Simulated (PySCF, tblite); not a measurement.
# C5H4O3: vibronic structure

Aim: compute the vibronic structure of C5H4O3 (`COc1cc(=O)c1=O`).

Computed with tblite 0.8.0 and PySCF 2.14.0 and routines of our own; the level stands in each step. Atoms count from 0.

## Step 1: The starting structure

12 atoms, charge 0, multiplicity 1; geometry from: force field or distance geometry start.

## Step 2: Geometry optimisation with GFN2-xTB

Job settings and geometry (Å):

```
{"job": {"kind": "relax", "xc": "GFN2-xTB", "basis": "xTB"}, "charge": 0, "multiplicity": 1}
C      2.170000    -0.087700     0.172800
O      1.001700    -0.751400    -0.269000
C     -0.269600    -0.285500    -0.141000
C     -0.931000     0.855400     0.340100
C     -2.114000     0.283200    -0.026500
O     -3.347600     0.611300     0.011500
C     -1.499700    -0.832200    -0.529500
O     -1.807800    -1.921000    -1.082900
H      3.022900    -0.784700     0.106900
H      2.064000     0.417900     1.145400
H      2.365900     0.724300    -0.581800
H     -0.653500     1.769700     0.827900
```

Run with:

```console
$ OMP_NUM_THREADS=1 python excited_run.py task.json out
```

This one command runs all jobs of the session in turn.

What it wrote:

```text
step      E/eV     max force
  0    -675.00123   11.295
  1    -674.15290   19.020
  2    -676.18953    1.922
  3    -676.25675    1.047
  4    -676.28549    0.571
  5    -676.29718    0.621
  6    -676.31650    0.571
  7    -676.32267    0.289
  8    -676.32644    0.205
  9    -676.33161    0.209
 10    -676.33461    0.199
 11    -676.33791    0.166
 12    -676.34031    0.166
 13    -676.34333    0.208
 14    -676.34718    0.211
 15    -676.35259    0.274
 16    -676.35913    0.261
 17    -676.36579    0.265
 18    -676.37091    0.192
 19    -676.37375    0.137
 20    -676.37522    0.117
 21    -676.37626    0.073
 22    -676.37694    0.063
 23    -676.37735    0.047
 24    -676.37763    0.049
 25    -676.37786    0.056
 26    -676.37804    0.040
 27    -676.37816    0.025
 28    -676.37825    0.024
 29    -676.37832    0.028
 30    -676.37840    0.029
 31    -676.37850    0.031
 32    -676.37861    0.036
 33    -676.37873    0.028
 34    -676.37886    0.030
 35    -676.37900    0.038
 36    -676.37918    0.051
 37    -676.37943    0.051
 38    -676.37976    0.063
 39    -676.38012    0.069
 40    -676.38047    0.073
 41    -676.38077    0.057
 42    -676.38105    0.052
 43    -676.38135    0.048
 44    -676.38169    0.064
 45    -676.38200    0.057
 46    -676.38219    0.031
 47    -676.38228    0.027
 48    -676.38233    0.018
 49    -676.38236    0.020
 50    -676.38238    0.015
 51    -676.38240    0.010
 52    -676.38241    0.010
 53    -676.38244    0.014
 54    -676.38246    0.015
 55    -676.38250    0.022
 56    -676.38254    0.021
 57    -676.38257    0.016
 58    -676.38260    0.017
 59    -676.38264    0.019
 60    -676.38267    0.019
 61    -676.38272    0.023
 62    -676.38281    0.028
 63    -676.38296    0.039
 64    -676.38315    0.041
 65    -676.38328    0.028
 66    -676.38333    0.013
 67    -676.38333    0.010
```

Wall time 0.24 s (1 thread of Arm Neoverse V2, shared host).

The steps of the relaxation: (not every step is listed) (the energy doesn't fall at every step)

| step | energy from step 0 (eV) | largest force (eV/Å) |
| --- | --- | --- |
| 0 | 0.0000 | 11.2950 |
| 1 | 0.8483 | 19.0204 |
| 2 | -1.1883 | 1.9221 |
| 3 | -1.2555 | 1.0467 |
| 4 | -1.2843 | 0.5713 |
| 5 | -1.2960 | 0.6208 |
| 6 | -1.3153 | 0.5713 |
| 7 | -1.3214 | 0.2894 |
| 8 | -1.3252 | 0.2050 |
| 13 | -1.3421 | 0.2078 |
| 18 | -1.3697 | 0.1920 |
| 23 | -1.3761 | 0.0468 |
| 28 | -1.3770 | 0.0237 |
| 33 | -1.3775 | 0.0277 |
| 38 | -1.3785 | 0.0631 |
| 43 | -1.3801 | 0.0483 |
| 48 | -1.3811 | 0.0176 |
| 53 | -1.3812 | 0.0145 |
| 58 | -1.3814 | 0.0167 |
| 62 | -1.3816 | 0.0284 |
| 63 | -1.3817 | 0.0389 |
| 64 | -1.3819 | 0.0407 |
| 65 | -1.3821 | 0.0282 |
| 66 | -1.3821 | 0.0135 |
| 67 | -1.3821 | 0.0098 |

Distances of close pairs at the start and the end, largest changes first:

| bond | before (Å) | after (Å) | change (Å) |
| --- | --- | --- | --- |
| C4–C6 | 1.369 | 1.547 | +0.178 |
| C2–C6 | 1.401 | 1.508 | +0.107 |
| C3–C4 | 1.364 | 1.469 | +0.104 |
| C4–O5 | 1.277 | 1.196 | -0.081 |
| C6–O7 | 1.260 | 1.191 | -0.068 |
| O1–C2 | 1.360 | 1.307 | -0.053 |
| C2–C3 | 1.404 | 1.370 | -0.034 |
| C0–H10 | 1.126 | 1.092 | -0.033 |

The final coordinates are the input of the step that follows.

## Step 3: Harmonic vibrations with GFN2-xTB

Job settings and geometry (Å):

```
{"job": {"kind": "ir", "xc": "GFN2-xTB", "basis": "xTB"}, "charge": 0, "multiplicity": 1}
C      2.077003    -0.009677     0.179994
O      1.017257    -0.842609    -0.272027
C     -0.195934    -0.364704    -0.176855
C     -0.777961     0.794237     0.265048
C     -2.141233     0.345548    -0.046840
O     -3.245910     0.794668     0.045096
C     -1.520512    -0.977866    -0.554023
O     -1.875106    -2.013898    -1.023462
H      2.994093    -0.572039     0.022019
H      1.960046     0.220607     1.241346
H      2.106037     0.919921    -0.392695
H     -0.396582     1.705128     0.686372
```

What it wrote:

```text
mode    cm-1     km/mol
  1      74.6      3.30
  2     119.4      0.01
  3     139.1      0.86
  4     169.8      1.60
  5     293.9     13.58
  6     295.0      9.63
  7     386.3      8.81
  8     537.2      0.71
  9     606.3     11.71
 10     675.6      2.32
 11     757.0      6.73
 12     813.7     10.99
 13     815.2     34.23
 14     870.7     14.62
 15    1004.4     18.01
 16    1029.4    153.36
 17    1111.6      1.20
 18    1134.3     10.95
 19    1174.8      0.89
 20    1242.6    101.42
 21    1389.9      2.29
 22    1450.7     13.53
 23    1455.8      3.98
 24    1599.2    851.68
 25    1829.2    436.86
 26    1900.7    436.57
 27    2975.9     15.61
 28    2983.7     13.80
 29    3049.7      1.57
 30    3144.1      4.12
```

Run time: 0.21 s. Hardware: 1 thread of Arm Neoverse V2, shared host.

The strongest bands and the atoms that carry them (share of the mass-weighted mode):

| cm⁻¹ | km/mol | atoms |
| --- | --- | --- |
| 815 | 34.2 | H11 72 %, C3 16 %, C6 11 % |
| 1004 | 18.0 | H11 23 %, C0 20 %, C4 19 %, O1 17 % |
| 1029 | 153.4 | O1 22 %, C0 20 %, C4 18 %, C6 14 % |
| 1243 | 101.4 | C2 51 %, C3 23 %, O1 19 % |
| 1599 | 851.7 | C2 61 %, C3 23 % |
| 1829 | 436.9 | C4 33 %, C6 31 %, O7 18 %, O5 17 % |
| 1901 | 436.6 | C6 32 %, C4 31 %, O7 17 %, O5 15 % |
| 2976 | 15.6 | H9 50 %, H10 41 % |

## Step 4: Vibronic structure: TDDFT CAM-B3LYP/def2-SVP

Settings changed since step 3:

```diff
@@ -1,2 +1,2 @@
-{"job": {"kind": "ir", "xc": "GFN2-xTB", "basis": "xTB"}, "charge": 0, "multiplicity": 1}
+{"job": {"kind": "vib", "xc": "CAM-B3LYP", "basis": "def2-SVP", "tda": false}, "charge": 0, "multiplicity": 1}
 C      2.077003    -0.009677     0.179994
```

Level: TDDFT CAM-B3LYP/def2-SVP vertical-gradient vibronic structure (displaced harmonic oscillators, Condon), gas phase.

What it wrote:

```text
final grid: 51328 points
cycle   1  E = -417.7022606730  dE =  1.913e+00  |g| = 1.271e+00  |ddm| = 4.153e+00
cycle   2  E = -416.6828966020  dE =  1.019e+00  |g| = 2.675e+00  |ddm| = 5.027e+00
cycle   3  E = -418.0400509807  dE = -1.357e+00  |g| = 1.305e-01  |ddm| = 3.656e+00
cycle   4  E = -418.0423659079  dE = -2.315e-03  |g| = 9.465e-02  |ddm| = 1.995e-01
cycle   5  E = -418.0440521838  dE = -1.686e-03  |g| = 2.219e-02  |ddm| = 1.016e-01
cycle   6  E = -418.0441677967  dE = -1.156e-04  |g| = 8.318e-03  |ddm| = 2.923e-02
cycle   7  E = -418.0441864000  dE = -1.860e-05  |g| = 3.295e-03  |ddm| = 2.113e-02
cycle   8  E = -418.0441899050  dE = -3.505e-06  |g| = 1.158e-03  |ddm| = 9.478e-03
cycle   9  E = -418.0441903581  dE = -4.531e-07  |g| = 3.049e-04  |ddm| = 3.085e-03
cycle  10  E = -418.0441903844  dE = -2.636e-08  |g| = 1.252e-04  |ddm| = 7.435e-04
cycle  11  E = -418.0441903875  dE = -3.083e-09  |g| = 5.479e-05  |ddm| = 2.504e-04
cycle  12  E = -418.0441903881  dE = -5.708e-10  |g| = 1.338e-05  |ddm| = 6.841e-05
converged SCF energy = -418.0441903881

Singlet excitations (eV, f): 3.502 (0.0001)  4.019 (0.0002)  5.789 (0.0001)  5.903 (0.1188)  6.446 (0.3445)  6.599 (0.0009)

State S1  3.5022 eV  f = 0.00014  H->L 0.82, H->L+1 0.12
  relaxed dipole 5.648 D, largest gradient of the excitation energy 0.0607 Eh/bohr
  mode    cm-1        S   lambda/meV  Raman
    9    606.3    0.7524      56.6   0.494
   20   1242.6    0.2747      42.3   0.758
   25   1829.2    0.1673      37.9   1.000
   12    813.7    0.3670      37.0   0.434
   16   1029.4    0.2493      31.8   0.472
   26   1900.7    0.0921      21.7   0.594
    7    386.3    0.3348      16.0   0.089
   14    870.7    0.1010      10.9   0.137
   24   1599.2    0.0280       5.6   0.128
   10    675.6    0.0611       5.1   0.050
   19   1174.8    0.0122       1.8   0.030
   18   1134.3    0.0091       1.3   0.021
  reorganisation energy 0.2701 eV, total S 2.473, 0-0 3.2322 eV
  absorption maximum 3.460 eV, width 0.460 eV

State S4  5.9034 eV  f = 0.11881  H-1->L 0.96
  relaxed dipole 8.093 D, largest gradient of the excitation energy 0.0988 Eh/bohr
  mode    cm-1        S   lambda/meV  Raman
   24   1599.2    0.7885     156.3   1.000
   20   1242.6    0.9483     146.1   0.726
    9    606.3    0.9415      70.8   0.172
   26   1900.7    0.2357      55.5   0.422
   15   1004.4    0.0945      11.8   0.047
   12    813.7    0.1014      10.2   0.033
   10    675.6    0.0882       7.4   0.020
   21   1389.9    0.0414       7.1   0.040
   19   1174.8    0.0438       6.4   0.030
    7    386.3    0.1081       5.2   0.008
    4    169.8    0.2048       4.3   0.003
   18   1134.3    0.0259       3.6   0.017
  reorganisation energy 0.4902 eV, total S 3.665, 0-0 5.4132 eV
  absorption maximum 5.797 eV, width 0.644 eV

State S5  6.4462 eV  f = 0.34445  H-1->L+1 0.94
  relaxed dipole 7.919 D, largest gradient of the excitation energy 0.0605 Eh/bohr
  mode    cm-1        S   lambda/meV  Raman
   24   1599.2    0.5052     100.2   1.000
    9    606.3    1.1627      87.4   0.331
   16   1029.4    0.4977      63.5   0.408
    7    386.3    0.5579      26.7   0.064
   26   1900.7    0.1041      24.5   0.291
   14    870.7    0.1872      20.2   0.110
   10    675.6    0.1443      12.1   0.051
   18   1134.3    0.0310       4.4   0.031
   25   1829.2    0.0171       3.9   0.044
    6    295.0    0.0620       2.3   0.004
   21   1389.9    0.0108       1.9   0.016
   19   1174.8    0.0115       1.7   0.012
  reorganisation energy 0.3530 eV, total S 3.353, 0-0 6.0932 eV
  absorption maximum 6.365 eV, width 0.504 eV

State T1  3.0198 eV  f = 0.00000  H->L 0.72, H->L+1 0.20
  relaxed dipole 5.637 D, largest gradient of the excitation energy 0.0644 Eh/bohr
  mode    cm-1        S   lambda/meV  Raman
    9    606.3    0.5981      45.0   0.359
   25   1829.2    0.1831      41.5   1.000
   26   1900.7    0.1336      31.5   0.788
   12    813.7    0.2370      23.9   0.256
   20   1242.6    0.1165      17.9   0.294
    7    386.3    0.3595      17.2   0.088
   16   1029.4    0.0748       9.5   0.129
   14    870.7    0.0461       5.0   0.057
   10    675.6    0.0522       4.4   0.039
   19   1174.8    0.0231       3.4   0.052
   18   1134.3    0.0212       3.0   0.045
   24   1599.2    0.0081       1.6   0.034
  reorganisation energy 0.2077 eV, total S 1.920, 0-0 2.8121 eV
  absorption maximum 2.814 eV, width 0.350 eV
```

It took 30 s on 1 thread of Arm Neoverse V2, shared host.

## Step 5: Vibronic structure: TDA LDA/pcseg-1

Settings changed since step 4:

```diff
@@ -1,2 +1,2 @@
-{"job": {"kind": "vib", "xc": "CAM-B3LYP", "basis": "def2-SVP", "tda": false}, "charge": 0, "multiplicity": 1}
+{"job": {"kind": "vib", "xc": "LDA", "basis": "pcseg-1", "tda": true, "temperature": 400, "fwhm_ev": 0.02}, "charge": 0, "multiplicity": 1}
 C      2.077003    -0.009677     0.179994
```

With the program's defaults for keys left out, this is: TDA LDA/pcseg-1 vertical-gradient vibronic structure (displaced harmonic oscillators, Condon), gas phase.

What it wrote:

```text
final grid: 51328 points
cycle   1  E = -414.8645097260  dE =  1.533e+00  |g| = 1.125e+00  |ddm| = 4.019e+00
cycle   2  E = -410.9038108842  dE =  3.961e+00  |g| = 4.009e+00  |ddm| = 5.956e+00
cycle   3  E = -414.9788767902  dE = -4.075e+00  |g| = 7.666e-01  |ddm| = 5.286e+00
cycle   4  E = -415.0829791029  dE = -1.041e-01  |g| = 4.334e-01  |ddm| = 1.337e+00
cycle   5  E = -415.1116303367  dE = -2.865e-02  |g| = 2.312e-01  |ddm| = 6.203e-01
cycle   6  E = -415.1235178077  dE = -1.189e-02  |g| = 5.629e-02  |ddm| = 2.862e-01
cycle   7  E = -415.1242577296  dE = -7.399e-04  |g| = 1.939e-02  |ddm| = 8.982e-02
cycle   8  E = -415.1243417599  dE = -8.403e-05  |g| = 7.424e-03  |ddm| = 2.954e-02
cycle   9  E = -415.1243534981  dE = -1.174e-05  |g| = 1.616e-03  |ddm| = 9.423e-03
cycle  10  E = -415.1243542720  dE = -7.739e-07  |g| = 3.569e-04  |ddm| = 2.894e-03
cycle  11  E = -415.1243542988  dE = -2.680e-08  |g| = 1.217e-04  |ddm| = 5.134e-04
cycle  12  E = -415.1243543021  dE = -3.284e-09  |g| = 4.201e-05  |ddm| = 1.439e-04
cycle  13  E = -415.1243543024  dE = -3.336e-10  |g| = 1.631e-05  |ddm| = 5.632e-05
converged SCF energy = -415.1243543024

Singlet excitations (eV, f): 2.690 (0.0001)  3.360 (0.0005)  4.638 (0.0004)  5.176 (0.0492)  5.221 (0.0004)  5.640 (0.0120)

State S1  2.6897 eV  f = 0.00008  H->L 0.99
  relaxed dipole 5.253 D, largest gradient of the excitation energy 0.0780 Eh/bohr
  mode    cm-1        S   lambda/meV  Raman
   20   1242.6    1.0900     167.9   1.000
   16   1029.4    1.2391     158.1   0.780
    9    606.3    0.9458      71.1   0.207
   12    813.7    0.3558      35.9   0.140
   26   1900.7    0.1522      35.9   0.327
   24   1599.2    0.1327      26.3   0.202
   14    870.7    0.2418      26.1   0.109
   15   1004.4    0.1851      23.0   0.111
    7    386.3    0.3902      18.7   0.035
   18   1134.3    0.0081       1.1   0.006
  reorganisation energy 0.5705 eV, total S 4.838, 0-0 2.1191 eV
  absorption maximum 2.629 eV, width 0.648 eV

State S4  5.1760 eV  f = 0.04925  H-1->L 0.76
  relaxed dipole 8.761 D, largest gradient of the excitation energy 0.0771 Eh/bohr
  mode    cm-1        S   lambda/meV  Raman
   26   1900.7    0.5168     121.8   1.000
    9    606.3    0.9808      73.7   0.193
   20   1242.6    0.3655      56.3   0.302
   16   1029.4    0.1872      23.9   0.106
   15   1004.4    0.1470      18.3   0.079
    7    386.3    0.3336      16.0   0.027
   12    813.7    0.1568      15.8   0.056
   19   1174.8    0.0711      10.4   0.053
   14    870.7    0.0953      10.3   0.039
   25   1829.2    0.0281       6.4   0.050
   10    675.6    0.0746       6.2   0.018
   24   1599.2    0.0231       4.6   0.032
  reorganisation energy 0.3727 eV, total S 3.124, 0-0 4.8033 eV
  absorption maximum 5.033 eV, width 0.558 eV

State S6  5.6397 eV  f = 0.01197  H->L+2 0.97
  relaxed dipole 5.823 D, largest gradient of the excitation energy 0.0554 Eh/bohr
  mode    cm-1        S   lambda/meV  Raman
   16   1029.4    1.6542     211.1   1.000
   21   1389.9    0.3109      53.6   0.343
    4    169.8    2.4037      50.6   0.040
   28   2983.7    0.0874      32.3   0.444
   24   1599.2    0.1271      25.2   0.185
   14    870.7    0.1955      21.1   0.085
   18   1134.3    0.1181      16.6   0.087
   19   1174.8    0.0855      12.4   0.067
    6    295.0    0.3345      12.2   0.017
   20   1242.6    0.0553       8.5   0.049
    9    606.3    0.0892       6.7   0.019
   15   1004.4    0.0527       6.6   0.030
  reorganisation energy 0.4746 eV, total S 5.628, 0-0 5.1650 eV
  absorption maximum 5.547 eV, width 0.616 eV

State T1  2.3765 eV  f = 0.00000  H->L 1.00
  relaxed dipole 5.428 D, largest gradient of the excitation energy 0.0722 Eh/bohr
  mode    cm-1        S   lambda/meV  Raman
   20   1242.6    0.8317     128.1   1.000
   16   1029.4    0.8494     108.4   0.701
    9    606.3    0.9765      73.4   0.280
   26   1900.7    0.1356      32.0   0.382
   12    813.7    0.3050      30.8   0.157
   14    870.7    0.2143      23.1   0.127
    7    386.3    0.3999      19.2   0.046
   24   1599.2    0.0809      16.0   0.161
   15   1004.4    0.0732       9.1   0.057
   25   1829.2    0.0375       8.5   0.098
   10    675.6    0.0185       1.5   0.007
  reorganisation energy 0.4539 eV, total S 3.981, 0-0 1.9227 eV
  absorption maximum 2.279 eV, width 0.592 eV
```

Wall time 13 s (1 thread of Arm Neoverse V2, shared host).

## Step 6: Outcome

| quantity | value |
| --- | --- |
| strongest single infrared mode (GFN2-xTB) | 1599 cm⁻¹, 852 km/mol |
| zero-point energy (GFN2-xTB) | 50.1 kcal/mol |
| S1: vertical, reorganisation, 0-0, total S (step 4, TDDFT CAM-B3LYP/def2-SVP, modes from GFN2-xTB) | 3.50, 0.27, 3.23 eV; 2.5 |
| S4: vertical, reorganisation, 0-0, total S (step 4, TDDFT CAM-B3LYP/def2-SVP, modes from GFN2-xTB) | 5.90, 0.49, 5.41 eV; 3.7 |
| S5: vertical, reorganisation, 0-0, total S (step 4, TDDFT CAM-B3LYP/def2-SVP, modes from GFN2-xTB) | 6.45, 0.35, 6.09 eV; 3.4 |
| S1: vertical, reorganisation, 0-0, total S (step 5, TDA LDA/pcseg-1, modes from GFN2-xTB) | 2.69, 0.57, 2.12 eV; 4.8 |
| S4: vertical, reorganisation, 0-0, total S (step 5, TDA LDA/pcseg-1, modes from GFN2-xTB) | 5.18, 0.37, 4.80 eV; 3.1 |
| S6: vertical, reorganisation, 0-0, total S (step 5, TDA LDA/pcseg-1, modes from GFN2-xTB) | 5.64, 0.47, 5.17 eV; 5.6 |

What this shows: No mode is imaginary among the 30: a minimum at this level. The strongest single mode, at 1599 cm⁻¹, moves mainly C2. GFN2-xTB is a fitted tight-binding method: band positions and strengths are rough. Its intensities can rank the bands wrongly. The vibronic model keeps the ground-state modes (from xTB) and shifts them along the gradient alone, so it can miss much of the relaxation that a full optimisation finds. Some states lie very close; unless symmetry makes them partners, their order is unsure.
